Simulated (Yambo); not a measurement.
AlGaN2, 4 atoms in the cell. It takes space group P3m1 (No. 156, trigonal). The conventional cell has a = 3.187 Å, b = 3.187 Å, c = 5.164 Å, α = 90.00°, β = 90.00°, γ = 120.00°. Ga (site symmetry 3m) is surrounded by 4 N at 1.96 to 1.99 Å. Around Al (site symmetry 3m) lie 4 N at 1.92 to 1.93 Å. Around N (site symmetry 3m) lie 1 Al at 1.92 Å and 3 Ga at 1.96 Å. N (site symmetry 3m) is surrounded by 3 Al at 1.93 Å and 1 Ga at 1.99 Å. The cell comes from a database or a generator and needn't be the stable form of this composition. The cell isn't the ideal one: cell stretched.

- Program: Yambo 5.3.0
- Task: optical spectrum
- Functional: PBEsol
- Potentials or basis: PseudoDojo 0.4.1 SR PBEsol standard
- Cutoff: 1143 eV
- Density cutoff: 4572 eV
- k mesh: 3 × 3 × 4
- Occupations: fixed
- Spin: no spin polarisation
- k mesh of the self-consistent run: 12 × 12 × 6
- Direction of the field or of q to 0: x
- Broadening: 0.1 eV
- Kernel: Hartree (RPA with local fields)
- Top of the energy range: 20 eV
- Energy points: 200
- Correction of the levels: none
- Bands in the response: 38
- Cutoff of the response matrix: 3 Ry

Potentials or basis: PseudoDojo 0.4.1 SR PBEsol standard.

Command:

```sh
$ OMP_NUM_THREADS=1 pw.x -in scf.in > scf.out
$ OMP_NUM_THREADS=1 pw.x -in nscf.in > nscf.out
$ cd tmp/pwscf.save; p2y; mv SAVE ../..; cd ../..
$ OMP_NUM_THREADS=1 yambo
$ OMP_NUM_THREADS=1 yambo -F optics1.in -J optics1 -C optics1_out
```

Hardware: 1 thread of Intel(R) Xeon(R) Processor @ 2.50GHz (Skylake/Cascade Lake), with other jobs on the host.

**Question.** Estimate the wall time of this run.

**Answer.** It took 4.6 min on 1 thread of Intel(R) Xeon(R) Processor @ 2.50GHz (Skylake/Cascade Lake), with other jobs on the host.
